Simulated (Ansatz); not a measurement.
BiS:

```
Bi S
1.0
     4.00294    0.00000    0.00000
     0.00000    4.00294    0.00000
     0.00000    0.00000    4.00294
Bi S
1 1
Direct
  0.50000 0.50000 0.50000
  0.00000 0.00000 0.00000
```

The cell was built by a generator and needn't be a form met in nature.

Program: Ansatz 0.2.0. Alike in all runs: potentials or basis Ansatz PAW; cell as given; cutoff (eV) 420. Hardware: 2 threads of Arm Neoverse V2, with other jobs on the host.

Task: Order these runs on this cell by their wall time, lowest first.
A. task band structure; level LDA; spin off; k mesh 7 × 7 × 7; smearing fermi-dirac 0.05 eV; points for each segment of the path 14
B. task single point; level PBE; spin off; k mesh 7 × 7 × 7; smearing gaussian 0.011 eV
C. task band structure; level PBE; spin SOC, no magnetisation; k mesh 5 × 5 × 5; smearing fermi-dirac 0.05 eV; points for each segment of the path 14

Result: B (0.7 s), A (2.3 s), C (10 s).
